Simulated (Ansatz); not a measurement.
# ScB2: the cost of one run

Computed with Ansatz 0.2.0 through its Python package. Level of theory: DFT r2SCAN, plane waves, PAW.

## 1. Starting point

The structure is hexagonal, space group P6/mmm (No. 191). The conventional cell has a = 3.150 Å, b = 3.150 Å, c = 3.520 Å, α = 90.00°, β = 90.00°, γ = 120.00°. Around Sc (site symmetry 6/mmm) lie 12 B at 2.53 Å. B (site symmetry -6m2) is surrounded by 3 B at 1.82 Å and 6 Sc at 2.53 Å.

No structure file is read: the coordinates are typed or built in the script.

## 2. The script

Input file run_push.py:

```python
"""Frozen displacement of one atom in ScB2."""

import ansatz as az
from ase import Atoms
import numpy as np

atoms = Atoms(
    ["Sc", "B", "B"],
    scaled_positions=[
        [0.0, 0.0, 0.0],
        [1 / 3, 2 / 3, 0.5],
        [2 / 3, 1 / 3, 0.5],
    ],
    cell=[
        [3.15, 0.0, 0.0],
        [-1.575, 2.72798, 0.0],
        [0.0, 0.0, 3.52],
    ],
    pbc=True,
)
crystal = az.Crystal.from_ase(atoms)

inverse = np.linalg.inv(np.array(crystal.lattice.vectors))
home = np.array(crystal.sites[1].position)
values = np.linspace(-0.2, 0.2, 5)
energies, pulls = [], []
for shift in values:
    moved = crystal.move(1, to=home + shift * inverse[2])
    base = (
        moved.calculation()
        .kpoints(12, 12, 10)
        .occupations("fermi_dirac")
        .basis(45 * az.Ry)
        .functional("r2scan")
        .forces()
    )
    rep = base.run(threads=1, backend="cpu").report
    energies.append(rep["free_energy_ev"])
    pulls.append(rep["forces_ev_ang"][1][2])

# the force is minus the slope of the free energy
print("shift (A)   dE (eV)   force along z (eV/A)")
for shift, e, f in zip(values, energies, pulls):
    print(f"{shift:8.3f} {e - energies[2]:10.5f} {f:12.4f}")
print(f"stiffness from energies {2 * np.polyfit(values, energies, 2)[0]:.3f}, from forces {-np.polyfit(values, pulls, 1)[0]:.3f} eV/A^2")
```

## 3. The calls as engine input

The package turns the script's settings into the engine's input (first run):

```yaml
crystal:
  lattice:
    - [3.15, 0.0, 0.0]
    - [-1.575, 2.72798, 0.0]
    - [0.0, 0.0, 3.52]
  atoms:
    - { symbol: Sc, position: [0.0, 0.0, 0.0] }
    - { symbol: B, position: [0.33333333333333326, 0.6666666666666666, 0.4431818181818182] }
    - { symbol: B, position: [0.6666666666666666, 0.3333333333333333, 0.5] }
basis:
  ecutwfc: 612.25619053473
kpoints:
  mp_grid:
    grid: [12, 12, 10]
hamiltonian:
  xc: r2scan
scf:
  occupations:
    method: fermi_dirac
output:
  forces: true
```

## 4. The run

Started as:

```console
python run_push.py
```

What time and memory should one allow on 1 thread of Arm Neoverse V2, shared host?

About 56 s, with a peak of 0.58 GiB.
